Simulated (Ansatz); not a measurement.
# CoO (Fm-3m) in Ansatz: single point with PBE

Aim: the single point of CoO with PBE.

Program: Ansatz 0.2.0. These are calculated values, not measurements. Logs are shortened: lines on timing, memory, paths and dates and some standing lists are left out, and cuts for length are marked.

### 1 The crystal as given

Symmetry: Fm-3m, No. 225, cubic system. The conventional cell has a = 4.263 Å, b = 4.263 Å, c = 4.263 Å, α = 90.00°, β = 90.00°, γ = 90.00°. Co (site symmetry m-3m) has 6 O at 2.13 Å as nearest neighbours. Around O (site symmetry m-3m) lie 6 Co at 2.13 Å.

### 2 Single point, PBE, collinear spin, ferromagnetic start

input.yaml reads:

```yaml
crystal:
  lattice:
    - [0.0, 2.13150166, 2.13150166]
    - [2.13150166, 0.0, 2.13150166]
    - [2.13150166, 2.13150166, 0.0]
  atoms:
    - { symbol: Co, position: [0.0, 0.0, 0.0], spin: 3.5 }
    - { symbol: O, position: [0.5, 0.5, 0.5] }
hamiltonian:
  xc: pbe
  pseudopotentials: { kind: paw }
magnetization:
  spin_polarized: true
kpoints:
  mp_grid: { grid: [11, 11, 11] }
scf:
  occupations: { method: fermi_dirac, width: 0.05 }
output:
  forces: true
  stress: true
  eigenvalues: true
```

Potentials or basis: Ansatz PAW.

The run is started by

```
> ansatz run input.yaml --threads 2 --pin off --max-ram 5120MiB --backend cpu --events-out ev --progress --plain --runs-dir out
```

Log:

```text
Warning: where an SCF of this run starts from atoms to list the orders of its open shells, Co (site 0, from 0) starts with 3.00 μB on its 3d shell, in the place of the 3.50 μB that the deck gives it: its open shells can hold no more by Hund's first rule. To start from spheres of the given moment, type scf.initial_density.shell_occupations: []
Warning: RAYON_NUM_THREADS=2 ignored (pool sized by the plan → 2); use --threads N
Engine: ansatz 0.2.0, aarch64-unknown-linux-gnu
Pseudopotentials: kind: paw
Pseudopotential: Co, paw, valence charge 17, recommended cutoff 420 eV (normal), Co.paw.azcp
Pseudopotential: O, paw, valence charge 6, recommended cutoff 420 eV (normal), O.paw.azcp
Functional definition: PBE
  parameter kappa = 0.804
  parameter beta = 0.06672455060314922
  exchange = pbe_x(kappa = kappa, mu = beta*pi^2/3)
  correlation = pbe_c(beta = beta)
Crystal: 2 atoms, lattice volume = 19.368 Å³
Basis set: ecut = 420 eV, 339 PW (Γ), exchange–correlation on 48×48×48 points (8 copies of the dense FFT grid, shifted against one another)
Bands: 18, of which v1, the nominal top of the filled ones, is band 12 counted from 1 (11 counted from 0)
Symmetry: 48 space group operations
Space group: Fm-3m (ITA 225), of the structure as read, at distance tolerance 2.7e-5 Å
Magnetic group: BNS 225.116 (UNI 1618), of the structure as read, at distance tolerance 2.7e-5 Å
k-points: 56 of 1331
Non-local potential: Co, projectors of the file, l = 0: 3, l = 1: 2, l = 2: 3, l = 3: 1
Non-local potential: O, projectors of the file, l = 0: 2, l = 1: 2, l = 2: 1
PAW form: soft (Blöchl's): semilocal exchange-correlation on the pseudo side does not see the compensation charge
PAW one-centre angular grid: Co, 590 points (default); XC on 64 Gauss nodes
PAW one-centre angular grid: O, 110 points (default); XC on 64 Gauss nodes
Initial density: superposition of atomic densities (chi_scale 0.1, normalization cell, long waves kept (reshape's long-wave potential 0.00 eV rms))
Starting moments: Σ|m| = 3.5 μB on 1 of 2 sites
Initial wavefunctions: pseudopotential atomic-orbital guess
Functional: x = pbe(κ = 0.804, μ = 0.2195149727645171), c = pbe(β = 0.06672455060314922)
SCF iter   1: F=—  HF=-5691.399401 eV  |F-HF|=—  |Δ(HF+E_count)|=         —  Δρ=1.71e-1 (↑4.50e-2 ↓1.71e-1)  dr2=5.82e0  dr2_m=9.53e-1  M=2.236 μB ∫|m|=2.236 μB  β_m=0.30  ethr=3.10e-3  ⟨swp⟩=5.6  Hψ=8633  notcnv=0
Mixer restart at iter 1: flushing history
preconditioner: auto → none  [metal: Δε(μ)=0.013 eV  Ē_g=14.874 eV  σ=0.050 eV  W_gap=0.07  n_scr=8 (ndim 8)  ℏωp=32.7 eV  f_vac=0.000  D(μ)=4.92/eV (n_scr^D=112)  sad-step TF]
SCF iter   2: F=—  HF=-5691.847105 eV  |F-HF|=—  |Δ(HF+E_count)|=   4.48e-1  Δρ=4.50e-2 (↑3.34e-2 ↓4.50e-2)  dr2=4.90e-1  dr2_m=1.16e-1  M=2.818 μB ∫|m|=2.818 μB  β_m=0.33  ethr=3.10e-3  ⟨swp⟩=2.7  Hψ=4899  notcnv=0  defer=111
SCF iter   3: F=—  HF=-5692.021010 eV  |F-HF|=—  |Δ(HF+E_count)|=   1.74e-1  Δρ=3.22e-2 (↑2.31e-2 ↓3.22e-2)  dr2=7.10e-2  dr2_m=8.63e-2  M=2.918 μB ∫|m|=2.920 μB  β_m=0.60  ethr=2.13e-3  ⟨swp⟩=2.0  Hψ=3450  notcnv=0  defer=110
SCF iter   4: F=—  HF=-5692.079079 eV  |F-HF|=—  |Δ(HF+E_count)|=         —  Δρ=1.14e-2 (↑6.95e-3 ↓1.14e-2)  dr2=2.01e-2  dr2_m=1.01e-2  M=2.876 μB ∫|m|=2.885 μB  β_m=0.60  ethr=3.09e-4  ⟨swp⟩=2.4  Hψ=3466  notcnv=0  defer=110
Mixer restart at iter 4: flushing history
SCF iter   5: F=—  HF=-5692.107530 eV  |F-HF|=—  |Δ(HF+E_count)|=   2.85e-2  Δρ=1.60e-2 (↑8.98e-3 ↓1.60e-2)  dr2=4.88e-2  dr2_m=1.11e-2  M=2.947 μB ∫|m|=2.959 μB  β_m=0.49  ethr=8.74e-5  ⟨swp⟩=2.5  Hψ=4776  notcnv=0  defer=117
SCF iter   6: F=—  HF=-5692.107210 eV  |F-HF|=—  |Δ(HF+E_count)|=   3.20e-4  Δρ=4.66e-3 (↑4.40e-3 ↓4.66e-3)  dr2=1.41e-3  dr2_m=3.02e-3  M=2.919 μB ∫|m|=2.931 μB  β_m=0.49  ethr=8.74e-5  ⟨swp⟩=2.7  Hψ=3721  notcnv=0  defer=117
SCF iter   7: F=—  HF=-5692.114802 eV  |F-HF|=—  |Δ(HF+E_count)|=   7.59e-3  Δρ=2.77e-3 (↑1.18e-3 ↓2.77e-3)  dr2=4.73e-4  dr2_m=5.24e-4  M=2.925 μB ∫|m|=2.939 μB  β_m=0.64  ethr=6.12e-6  ⟨swp⟩=2.2  Hψ=4037  notcnv=0  defer=117
SCF iter   8: F=—  HF=-5692.115640 eV  |F-HF|=—  |Δ(HF+E_count)|=   8.38e-4  Δρ=8.36e-4 (↑8.36e-4 ↓5.67e-4)  dr2=6.83e-5  dr2_m=7.28e-5  M=2.929 μB ∫|m|=2.944 μB  β_m=0.62  ethr=2.06e-6  ⟨swp⟩=2.1  Hψ=3092  notcnv=0  defer=117
SCF iter   9: F=—  HF=-5692.115659 eV  |F-HF|=—  |Δ(HF+E_count)|=   1.90e-5  Δρ=9.39e-5 (↑9.39e-5 ↓5.79e-5)  dr2=1.79e-6  dr2_m=4.77e-7  M=2.929 μB ∫|m|=2.944 μB  β_m=0.78  ethr=2.97e-7  ⟨swp⟩=2.0  Hψ=2820  notcnv=0  defer=118
SCF iter  10: F=—  HF=-5692.115660 eV  |F-HF|=—  |Δ(HF+E_count)|=   9.20e-7  Δρ=3.34e-5 (↑2.94e-5 ↓3.34e-5)  dr2=1.03e-8  dr2_m=1.66e-7  M=2.929 μB ∫|m|=2.944 μB  β_m=0.89  ethr=7.77e-9  ⟨swp⟩=2.0  Hψ=2435  notcnv=0  defer=118
SCF iter  11: F=-5692.115660 eV  HF=-5692.115660 eV  |F-HF|=3.92e-9  |Δ(HF+E_count)|=   2.10e-8  Δρ=6.36e-6 (↑6.36e-6 ↓2.16e-6)  dr2=5.86e-9  dr2_m=1.15e-9  M=2.929 μB ∫|m|=2.944 μB  ethr=4.47e-11  ⟨swp⟩=6.8  Hψ=8147  notcnv=0
SCF 1 converged in 11 iterations: F = -5692.115660 eV  dr2 = 5.86e-9
SCF converged after 11 iterations
Magnetization: 2.9291 μB (12.9646 up, 10.0354 down)
Absolute magnetization: 2.9445 μB (∫|ρ↑−ρ↓|, with the PAW one-centre terms)
Spin contamination: 0.0079 ħ² per cell (⟨S²⟩ above its minimum at these occupations)
Per-site moments (μB) at R_I (Å): [(2.4933276384755976, 0.87924443475), (0.31942357119039144, 0.87924443475)]
Free energy (F): -5692.115660 eV
Harris-Foulkes:  -5692.115660 eV  (|F-HF|=3.92e-9)
Internal energy: -5692.081840 eV  (E = F + TS)
E sigma→0 (E₀):  -5692.098750 eV
Entropy (-TS):   -0.033820 eV (-16.910 meV/atom)
Fermi energy:    13.848359 eV
--- Per-component energies (eV) ---
  E_band       = -306.194894
  E_kinetic    = 617.350596
  E_local      = -3437.008478  (includes V_loc(G=0)·N_el)
  E_nonlocal   = 514.213086
  E_hartree    = 1410.925245
  E_xc         = -228.579099
  E_vxc        = -293.751428  (∫ρ·V_xc dr)
  E_paw        = -1676.922889  (= ΣΔE_a)
  E_vpaw       = -528.856884  (= ΣTr[D̂ρ^β])
  E_aug_tail   = 0.002514  (compensation charges beyond the density's cutoff)
  E_ewald      = -2892.062814
  E_smearing   = -0.033820  (= −TS)
  E_closure    = 0.000000  (closes the sum)
  Σ components = -5692.115660   (vs F -5692.115660, Δ=0.00e0)
--- Forces (eV/Å), atoms counted from 1 ---
  atom   1  Co    -0.00000000    -0.00000000    -0.00000000
  atom   2  O      0.00000000     0.00000000     0.00000000
  max |Σ_I F_I| component: 2.09e-29 eV/Å
--- Stress (GPa, compression-positive) ---
       -1.850691      -0.000000       0.000000
       -0.000000      -1.850691      -0.000000
        0.000000       0.000000      -1.850691
  P = ⅓ Tr σ = -1.8507 GPa (-18.507 kbar)
--- Band table (eV; the first three rows and the last of 112) ---
  k-point 0 ↑: bands = ["-83.0358", "-46.2998", "-46.2998", "-46.2998", "-6.3892", "10.5601", "10.5601", "10.6823", "10.6823", "10.6823", "10.7584", "10.7584", "10.7584", "14.7399", "30.5643", "31.8335", "31.8335", "31.8335"]
  k-point 1 ↑: bands = ["-83.0356", "-46.3028", "-46.3002", "-46.3002", "-6.3037", "9.8008", "9.8008", "9.8112", "10.7904", "10.7904", "11.0937", "11.4969", "11.4969", "15.3238", "28.9289", "31.5185", "31.5185", "32.5351"]
  k-point 2 ↑: bands = ["-83.0349", "-46.3107", "-46.3013", "-46.3013", "-6.0654", "8.5422", "9.0667", "9.0667", "10.9420", "10.9420", "11.3044", "12.3212", "12.3212", "16.5235", "26.7440", "30.3901", "30.3901", "32.9143"]
  k-point 55 ↓: bands = ["-79.9664", "-43.3302", "-43.3281", "-43.3165", "-4.4652", "8.0946", "8.1547", "8.9733", "13.3324", "13.5853", "13.9896", "14.8114", "15.5302", "22.7346", "24.0883", "24.1927", "27.4199", "34.4799"]
```

Wall time 2.2 s (2 threads of Arm Neoverse V2, shared host); peak memory 0.3 GiB.

Results:

```yaml
Free_energy: -5692.1157 eV
Pressure: -1.9 GPa
Band_gap_on_the_k_mesh: none (metal or under the smearing width)
Net_moment: 2.93 μB per cell
Absolute_moment: 2.94 μB per cell
Site_moments: Co +2.49; O +0.32 μB
```

Caveat: the pressure holds a Pulay correction of +0.7 GPa for the finite cutoff; a cell with one magnetic atom can't hold antiferromagnetic order, which such compounds often take; semilocal functionals often make such compounds metallic where correlation or magnetic order opens a gap, which also shifts bond lengths.
